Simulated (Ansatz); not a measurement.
# CH₅CuO₂: basis-set convergence

The task here is to estimate one member of a computed series from the others.

Program: Ansatz 0.2.0, Gaussian basis. Level of theory: one geometry, several basis sets. These are calculated values, not measurements.

The runs, in order: PBE0-D4/def2-SVP; ωB97M-V/def2-SVP; PBE0-D4/def2-QZVPP; ωB97M-V/def2-QZVPP; the functionals' def2-TZVPP values are taken from earlier runs.

## The geometry

An earlier PBE0-D4 in a triple-zeta def2 set relaxation fixed the geometry.

SMILES `C[O][Cu-][OH2+]`, 9 atoms, charge 0, spin multiplicity 1.

Atoms are counted from 1 here; the program's logs count them from 0.

Bond lengths: C1–O2 1.387 Å, C1–H5 1.102 Å, C1–H6 1.104 Å, C1–H7 1.104 Å, O2–Cu3 1.778 Å, Cu3–O4 1.938 Å, O4–H8 0.963 Å, O4–H9 0.963 Å. Angles: O2–C1–H5 109.3°, O2–C1–H6 113.8°, O2–C1–H7 113.8°, H5–C1–H6 106.4°, H5–C1–H7 106.4°, H6–C1–H7 106.6°, C1–O2–Cu3 122.4°, O2–Cu3–O4 175.8°, Cu3–O4–H8 113.3°, Cu3–O4–H9 113.3°, H8–O4–H9 107.0°.

As a file:

```xyz
9
CH5CuO2
C    -0.3599    1.9285    0.1466
O    -0.2579    0.8900   -0.7669
Cu    0.1200   -0.7773   -0.2766
O     0.5238   -2.6304    0.1197
H    -0.6020    2.8607   -0.3879
H    -1.1552    1.7837    0.8982
H     0.5717    2.1221    0.7061
H    -0.1764   -3.2373   -0.1434
H     1.3358   -2.9401   -0.2957
```

Set-up of the first run:

in.yaml reads:

```yaml
crystal:
  periodic: [false, false, false]
  atoms:
    - {symbol: C, position_ang: [-0.359864, 1.928507, 0.146645]}
    - {symbol: O, position_ang: [-0.257895, 0.889974, -0.766883]}
    - {symbol: Cu, position_ang: [0.120007, -0.777252, -0.276647]}
    - {symbol: O, position_ang: [0.523809, -2.630359, 0.119660]}
    - {symbol: H, position_ang: [-0.602002, 2.860705, -0.387941]}
    - {symbol: H, position_ang: [-1.155232, 1.783729, 0.898159]}
    - {symbol: H, position_ang: [0.571742, 2.122084, 0.706111]}
    - {symbol: H, position_ang: [-0.176414, -3.237261, -0.143449]}
    - {symbol: H, position_ang: [1.335848, -2.940128, -0.295656]}
basis:
  gaussian: {orbitals: def2-SVP}
hamiltonian: {xc: pbe0, dispersion: d4}
output: {orbitals: {seedname: orbitals}}
```

The run is started by

```
$ ansatz run in.yaml --threads 4 --pin off --events-out ev --progress --plain --max-ram 10444MiB
```

Among the steps run: PBE0-D4 in def2-SVP; ωB97M-V in def2-SVP; PBE0-D4 in def2-QZVPP; ωB97M-V in def2-QZVPP.

One of the session's tables, all rows but one given; the rest of the session is left out.

It belongs to the step «Density functionals: the series». 

```
functional       basis  HOMO (eV)
   PBE0-D4    def2-SVP      -4.98
   PBE0-D4  def2-TZVPP          ?
   PBE0-D4  def2-QZVPP      -5.55
   ωB97M-V    def2-SVP      -7.37
   ωB97M-V  def2-TZVPP      -7.88
   ωB97M-V  def2-QZVPP      -7.95
```

**Question.** Estimate the row for PBE0-D4, def2-TZVPP.

As computed: HOMO (eV): -5.48. In the column «HOMO (eV)» it lies between PBE0-D4, def2-QZVPP (-5.55) and PBE0-D4, def2-SVP (-4.98).
